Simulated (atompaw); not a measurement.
# Zirconium: generating and testing a PAW (atompaw) potential

Aim: build the potential from the settings below, then test how well it stands in for the atom: scattering, ghost states and the plane-wave cutoff that it needs.

The numbers are computed with atompaw 4.2.0.5 (PBE, scalar-relativistic, spin-unpolarised reference atom).

## 1. Settings

Typed settings, in words:

| Property | Result |
| --- | --- |
| element | zirconium (Zr, Z = 40) |
| type | PAW |
| frozen core | [Kr] |
| valence charge | 4 |
| reference configuration | 4d2.5 5s1.5 5p0 |
| partial waves | 5s (bound): rc 3.00 bohr; 5s channel at 1.25 Ry: rc 3.00 bohr; 5p (bound, empty): rc 3.00 bohr; 5p channel at 4.35 Ry: rc 1.60 bohr; 4d (bound): rc 3.00 bohr; 4d channel at 0.4 Ry: rc 2.25 bohr |
| local potential | bessel scheme, radius 2.05 bohr |
| core correction | smooth core density matched at 2.25 bohr |
| augmentation charge | sinc compensation charge, radius 2.70 bohr; PAW radius 3.00 bohr; waves and projectors: custom polynom vanderbiltortho |

The nodes and maxima of the atom's own shells, from an earlier all-electron run, set the scale for the radii.

All-electron outer shells of the reference configuration (PBE, scalar-relativistic, ld1.x):

| shell | level (eV) | outermost node (bohr) | outermost maximum (bohr) |
| --- | --- | --- | --- |
| 4s | -53.38 | 0.55 | 1.08 |
| 4p | -31.41 | 0.56 | 1.17 |
| 5s | -4.12 | 1.47 | 3.19 |
| 4d | -2.91 | 0.58 | 1.63 |
| 5p | -1.31 | 1.71 | 4.26 |

## 2. The generation run

The input, Zr.input:

```
Zr 40
GGA-PBE scalarrelativistic loggrid 1500 logderivrange -2 5 176
5 5 4 0 0 0
5 0 1.5
5 1 0
4 2 2.5
0 0 0
c
c
c
c
v
c
c
c
v
c
v
2
3.00 2.70 2.05 2.25
y
1.25
n
y
4.35
n
y
0.4
n
custom polynom vanderbiltortho sinc
bessel
3.00
3.00
3.00
1.60
3.00
2.25
PWSCFOUT
UPFDX 0.0125d0 UPFXMIN -7.d0 UPFZMESH 40.d0
END
```

The run is started by

```bash
$ atompaw < Zr.input > Zr.log
```

Before running it: what results should come out? Wanted: cutoffs for 10 and 1 mRy, occupied levels; bound ghosts; largest phase difference near zero energy, channels read; lowest eigenvalue of the overlap; share of valence orbitals outside the PAW sphere; UPF file.

As calculated:

| quantity | value |
| --- | --- |
| cutoffs for 10 and 1 mRy, occupied levels | 8 Ry and 15 Ry |
| bound ghosts | s at -61.93 eV, p at -13.37 eV |
| largest phase difference near zero energy, channels read | 0.051 rad |
| lowest eigenvalue of the overlap (Bessel basis) | 0.115 (s) |
| share of valence orbitals outside the PAW sphere | 5s 70 %, 5p 90 %, 4d 25 % |
| UPF file | written |

**Reading.** It has a bound ghost (s, p), a state that the atom doesn't have, and that rules the file out. By its cutoff, 8 Ry for the looser tolerance, it is soft on the atom at that tolerance. The slowest occupied level is 4d: taken alone it needs 10 Ry to come within 1 mRy, against 6 Ry or less for 5s. Near zero energy the largest phase difference among the channels read is 0.05 rad, in the p channel. The pseudo curves have a pole with no partner nearby in the atom's: p at -0.96 Ry.
